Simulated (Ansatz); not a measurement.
# C₂H₅NOSn: ionisation energy by level of theory

An exercise on one series of results from a longer session: the logs are not shown, and one member is left open.

The runs use Ansatz 0.2.0, Gaussian basis; unrestricted cation, the program's frozen cores in correlated methods.

The runs, in order: UKS PBE-D4/def2-TZVPP; UKS r2SCAN-D4/def2-TZVPP; UKS PBE0-D4/def2-TZVPP; UKS B3LYP-D4/def2-TZVPP; UKS wB97X-V/def2-TZVPP; UKS wB97M-V/def2-TZVPP; UKS B2PLYP/def2-TZVPP; UHF-CCSD(T)/def2-TZVPP; UHF-MP2/def2-QZVPP; extrapolation to the limit; then −ε(HOMO) from the neutral's earlier runs with LDA (SPW92), PBE-D4, revPBE-D4, BLYP-D4, r2SCAN-D4, B97M-V, PBE0-D4, B3LYP-D4, r2SCANh-D4, r2SCAN0-D4, HSE06-D4, BHLYP-D4, CAM-B3LYP-D4, LC-ωPBE, ωB97X-V, ωB97M-V.

## The geometry

The geometry comes from an earlier relaxation with PBE0-D4 in a triple-zeta def2 set; it is a stationary point, not always the lowest conformer. Sn takes the def2 core potential; no spin-orbit term is included.

SMILES `[CH3][SnH2][N]=C=O`, 10 atoms, charge 0, spin multiplicity 1.

Atoms are counted from 1 here; the program's logs count them from 0.

Bond lengths: C1–Sn2 2.123 Å, C1–H6 1.090 Å, C1–H7 1.090 Å, C1–H8 1.090 Å, Sn2–N3 2.031 Å, Sn2–H9 1.704 Å, Sn2–H10 1.707 Å, N3–C4 1.199 Å, C4–O5 1.170 Å. Angles: Sn2–C1–H6 109.4°, Sn2–C1–H7 109.2°, Sn2–C1–H8 110.5°, H6–C1–H7 109.2°, H6–C1–H8 109.3°, H7–C1–H8 109.3°, C1–Sn2–N3 104.1°, C1–Sn2–H9 113.8°, C1–Sn2–H10 114.2°, N3–Sn2–H9 105.1°, N3–Sn2–H10 106.4°, H9–Sn2–H10 112.2°, Sn2–N3–C4 140.8°, N3–C4–O5 176.7°.

Geometry (Å):

```xyz
10

C    -1.7556   -0.2040    0.4317
Sn    0.0463   -0.5300   -0.6422
N     1.4703    0.3626    0.4976
C     2.4656    1.0223    0.3915
O     3.4402    1.6684    0.3559
H    -1.9429    0.8666    0.5074
H    -1.6563   -0.6228    1.4327
H    -2.5938   -0.6811   -0.0766
H     0.5095   -2.1680   -0.7281
H     0.0998    0.2347   -2.1669
```

Set-up of the first run:

Contents of in.yaml:

```yaml
crystal:
  periodic: [false, false, false]
  atoms:
    - {symbol: C, position_ang: [-1.755617, -0.204029, 0.431671]}
    - {symbol: Sn, position_ang: [0.046314, -0.529971, -0.642205]}
    - {symbol: N, position_ang: [1.470301, 0.362623, 0.497635]}
    - {symbol: C, position_ang: [2.465600, 1.022346, 0.391540]}
    - {symbol: O, position_ang: [3.440153, 1.668352, 0.355920]}
    - {symbol: H, position_ang: [-1.942937, 0.866635, 0.507385]}
    - {symbol: H, position_ang: [-1.656348, -0.622765, 1.432740]}
    - {symbol: H, position_ang: [-2.593755, -0.681094, -0.076608]}
    - {symbol: H, position_ang: [0.509509, -2.167966, -0.728140]}
    - {symbol: H, position_ang: [0.099780, 0.234668, -2.166940]}
basis:
  gaussian: {orbitals: def2-TZVPP}
total_charge: 1
magnetization: {spin_polarized: true, initial_magnetization: 1}
hamiltonian: {xc: pbe, dispersion: d4}
```

Started as:

```
> ansatz run in.yaml --threads 2 --pin off --events-out ev --progress --plain --max-ram 22528MiB --backend cpu
```

Steps of the session up to this table: Cation, UKS PBE-D4/def2-TZVPP; Cation, UKS r2SCAN-D4/def2-TZVPP; Cation, UKS PBE0-D4/def2-TZVPP; Cation, UKS B3LYP-D4/def2-TZVPP; Cation, UKS wB97X-V/def2-TZVPP; Cation, UKS wB97M-V/def2-TZVPP; Cation, UKS B2PLYP (frozen core)/def2-TZVPP; Cation, UHF-CCSD(T)/def2-TZVPP; Cation, UHF-MP2/def2-QZVPP.

One of the session's tables, all rows but one given; the rest of the session is left out.

It belongs to the step «Ionisation energies side by side». Orbital estimates, from the neutral's runs:

| functional | −ε(HOMO) (eV) |
| --- | --- |
| LDA (SPW92) | 6.85 |
| PBE-D4 | 6.65 |
| revPBE-D4 | 6.58 |
| BLYP-D4 | 6.52 |
| r2SCAN-D4 | 6.95 |
| B97M-V | 7.00 |
| PBE0-D4 | 8.02 |
| B3LYP-D4 | 7.78 |
| r2SCANh-D4 | 7.46 |
| r2SCAN0-D4 | 8.23 |
| HSE06-D4 | 7.62 |
| BHLYP-D4 | 9.27 |
| CAM-B3LYP-D4 | 9.37 |
| LC-ωPBE | ? |
| ωB97X-V | 10.35 |
| ωB97M-V | 10.24 |

**Question.** Estimate the row for LC-ωPBE.

The run gave: −ε(HOMO) (eV): 10.70. In the column «−ε(HOMO) (eV)» it is the highest.
